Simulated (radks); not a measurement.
**Tl inside a hard spherical wall**

One table from this session's results is given with a row withheld; the runs are named, their logs left out.

Program: radks (a radial shooting solver on a logarithmic mesh, Libxc functionals) version 1. Level of theory: scalar-relativistic Kohn-Sham, LDA (Slater exchange, Perdew-Wang correlation), spin-polarised, spherical densities, point nucleus; open shells are filled with parallel spins first. These are calculated values, not measurements, unless marked.

### The atom as given

- element: thallium (Z = 81)
- charge: 0
- electrons: 81
- configuration: [Hg] 6p1

Outer shells as boxes (Hund's rule):

Tl
```
[Hg] core
6p [↑ ][  ][  ]
```

The first run:

The run's settings:

```text
Z 81
configuration [Hg] 6p1 7s0 5f0 6d0
relativity scalar-relativistic
functional lda,pw
spin polarised
nucleus point
c 137.035999084
```

Steps of the session up to this table: The free atom; Wall at 10 bohr; Wall at 7 bohr; Wall at 6 bohr; Wall at 5 bohr; Wall at 4 bohr; Wall at 3 bohr; Wall at 2 bohr.

One of the session's tables, all rows but one given; the rest of the session is left out.

| R (bohr) | E − E(free) (eV) | ε(6p) (eV) | ε(7s, empty) (eV) | ε(6d, empty) (eV) | ε(5f, empty) (eV) |
| --- | --- | --- | --- | --- | --- |
| free | 0.000 | -2.772 | -0.484 | - | - |
| 10 | 0.030 | -2.680 | 0.512 | 2.020 | 4.594 |
| 7 | 0.438 | -1.981 | 4.258 | 4.942 | 9.042 |
| 6 | 1.179 | -1.083 | 8.179 | 7.536 | 12.118 |
| 5 | ? | ? | ? | ? | ? |
| 4 | 12.946 | 7.089 | 36.432 | 24.483 | 26.013 |
| 3 | 62.056 | 28.194 | 95.033 | 58.534 | 46.055 |
| 2 | 475.61 | 139.24 | 339.50 | 200.23 | 116.01 |

Estimate the missing values for R (bohr) = 5.

Worked estimate for «E − E(free) (eV)». A straight line through the neighbours (6, 1.179) and (4, 12.946) gives 1.179 + (12.946 − 1.179) × (5 − 6) / (4 − 6) = 7.062; a parabola fitted to 4 rows on both sides gives -0.999, of a sign that no row has.

**Answer.** E − E(free) (eV): 3.570; ε(6p) (eV): 1.086; ε(7s, empty) (eV): 16.488; ε(6d, empty) (eV): 12.670; ε(5f, empty) (eV): 17.081. In «E − E(free) (eV)» the line misses by +3.492 and the parabola by -4.569.

From R = 5 bohr inwards the highest occupied level lies above zero, pushed up by confinement. Shells are not refilled when levels cross, and a hard wall is a model, not a crystal.
